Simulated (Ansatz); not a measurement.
Sr2NiWO6:

```
CELL_PARAMETERS angstrom
-2.77855 2.77855 3.95655
2.77855 -2.77855 3.95655
2.77855 2.77855 -3.95655
ATOMIC_POSITIONS crystal
W 0.50000 0.50000 0.00000
Sr 0.25000 0.75000 0.50000
Sr 0.75000 0.25000 0.50000
Ni 0.00000 0.00000 0.00000
O 0.74500 0.74500 0.00000
O 0.25500 0.25500 0.00000
O 0.71100 0.22700 0.93800
O 0.77300 0.71100 0.48400
O 0.28900 0.77300 0.06200
O 0.22700 0.28900 0.51600
```

```yaml
Program: Ansatz 0.2.0
Task: single point
Functional: PBEsol
Potentials_or_basis: Ansatz PAW
Cutoff: "420 eV (not typed: the program's choice for these potentials)"
k_mesh: 7 × 7 × 7
Occupations: fermi-dirac, width 0.05 eV
Spin: collinear spin, ferromagnetic start
Starting_moments: "[0.0, 0.0, 0.0, 1.0, 0.0, 0.0, 0.0, 0.0, 0.0, 0.0] μB"
```

On this cell: pressure -3.0 GPa; largest force 0.399 eV/Å; net moment 2.00 μB per cell; site moments W +0.02; Sr -0.00; Ni +1.56; O +0.06 μB; band gap on the k mesh 0.84 eV, indirect (least direct gap 0.93 eV).

The same run follows on a disturbed copy (atoms moved at random, drawn with an rms of 0.05 Å):

```
W Sr Ni O
1.0
    -2.77855    2.77855    3.95655
     2.77855   -2.77855    3.95655
     2.77855    2.77855   -3.95655
W Sr Ni O
1 2 1 6
Cartesian
  -0.0292 -0.0233 3.9827
  2.7625 -0.0096 1.9859
  -0.0155 2.8300 1.9752
  0.0012 -0.0005 0.0080
  0.0184 -0.0339 5.9287
  -0.0291 -0.0007 1.9709
  1.2733 3.9360 0.0209
  1.1718 1.5579 3.9269
  1.5112 -1.1538 3.9511
  1.5946 1.2699 0.0254
```

Problem. What changes?

Solution. The energy moves by +14.3 meV/atom; pressure -3.6 GPa; largest force 1.660 eV/Å; net moment 2.00 μB per cell; site moments W +0.02; Sr -0.00; Ni +1.55; O +0.06, +0.07 μB; band gap on the k mesh 0.65 eV, indirect (least direct gap 0.83 eV).

Forces in eV/Å, atoms in the order of the input:
```
W    1.032  0.912 -0.562
Sr   0.014  0.074 -0.005
Sr  -0.019 -0.276  0.087
Ni  -0.197 -0.069 -0.034
O    0.055  0.212 -1.097
O    0.000 -0.133  1.655
O   -0.338  0.279  0.048
O   -0.613 -0.706  0.155
O    0.124 -0.023 -0.117
O   -0.058 -0.269 -0.130
```

Stress tensor (GPa, compression positive):
```
-2.43 -0.75 -0.11
-0.75 -3.03  0.57
-0.11  0.57 -5.45
```

Caveats: odd divisions of the mesh miss points on the zone boundary, where band edges often lie, so the gap on the mesh can be too wide; spin-orbit coupling is left out, which moves the levels of the heavy elements; a cell with one magnetic atom can't hold antiferromagnetic order, which such compounds often take; the PAW data sets come from PBE, with cores solved anew for the run's functional, which leaves a small shift of forces and pressure.

A k mesh can miss the band edges.
